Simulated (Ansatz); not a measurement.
Run this with Ansatz's Python interface and show what comes out.

Input file `albrh.xyz`:
```text
3

Al   -0.28330   -0.62200   -0.23100
Br    1.66020   -0.01350    0.90990
H    -1.38790    0.57070   -0.69220
```

Script `relaxed_scan_albrh.py`:
```python
"""Relaxed scan of one distance in AlBrH."""

import warnings

import ansatz as az
import numpy as np

warnings.simplefilter("ignore", az.DeckWarning)

albrh = az.Crystal.molecule_from_extxyz("albrh.xyz")

setup = albrh.calculation().basis(gaussian="def2-SVP").functional("hf").spin("collinear", total=1)
symbols = [site.symbol for site in albrh.cartesian_sites]
pairs = [(0, 1), (0, 2)]
print("held (A)   E (eV)        ", "  ".join(f"{symbols[i]}{i}-{symbols[j]}{j}" for i, j in pairs))
for length in [1.55, 1.69, 1.82, 2.03, 2.28]:
    data = setup.relax(constraints=[az.DistanceConstraint((0, 2), at=length)], force_tolerance=0.02, max_steps=60).run(threads=1).report
    xyz = np.array(data["positions_ang"])
    print(f"{length:6.2f} {data['free_energy_ev']:14.5f}  ", "  ".join(f"{np.linalg.norm(xyz[i] - xyz[j]):.3f}" for i, j in pairs))
```

`python relaxed_scan_albrh.py` gives:
```text
held (A)   E (eV)         Al0-Br1  Al0-H2
  1.55   -76587.95901   2.285  1.550
  1.69   -76587.90476   2.284  1.690
  1.82   -76587.69736   2.283  1.820
  2.03   -76587.24285   2.284  2.030
  2.28   -76586.79256   2.295  2.280
```

Total energies depend on the basis set; only differences at equal settings carry meaning. The energies are electronic: no zero-point or thermal terms, and the basis set is short of its limit. The run takes the species as open-shell (spin multiplicity 2), which needn't be its ground state. The expectation value of S² is noticeably off S(S+1) in at least one run, so that state is spin-contaminated. The script silences the warnings on its input, which a real study should read. It ran for 17 s on 1 thread of Arm Neoverse V1 (shared host), peak memory 0.19 GiB.
